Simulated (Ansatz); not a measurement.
Runs of Ansatz 0.2.0 on LaPb2. Symmetry: I4/mmm, No. 139, tetragonal system. Conventional cell: a = 4.133 Å, b = 4.133 Å, c = 11.277 Å, α = 90.00°, β = 90.00°, γ = 90.00°. Pb (site symmetry 4mm) has 4 Pb at 3.26 Å and 5 La at 3.54 to 3.60 Å as nearest neighbours. La (site symmetry 4/mmm) has 10 Pb at 3.54 to 3.60 Å as nearest neighbours. The cell comes from a database or a generator and needn't be the stable form of this composition.

| level | spin | k mesh | smearing | gap on the mesh (eV) | pressure (GPa) | largest force (eV/Å) |
| --- | --- | --- | --- | --- | --- | --- |
| PBEsol | off | 9 × 9 × 9 | gaussian 0.05 eV | none | -2.6 | 0.01 |
| PBE | off | 9 × 9 × 9 | gaussian 0.02 eV | none | 0.1 | 0.07 |
| PBE | off | 9 × 9 × 9 | gaussian 0.1 eV | none | 0.1 | 0.07 |
| BLYP+D3(BJ) | SOC, no magnetisation | 7 × 7 × 7 | gaussian 0.05 eV | none | (a) | 0.22 |

Alike in all rows: task single point; potentials or basis Ansatz PAW; cell as given; cutoff (eV) 420.

Task: Estimate the missing entries.

Result: (a) -2.0.

Caveats: the PAW data sets come from PBE, with cores solved anew for the run's functional, which leaves a small shift of forces and pressure (some runs); pairwise dispersion overbinds metals, which lowers pressure and volume (some runs).

A k mesh can miss the band edges, and rows without SOC leave out spin-orbit coupling on La, Pb.

A gap of «none» marks a metal or a gap under the smearing width.
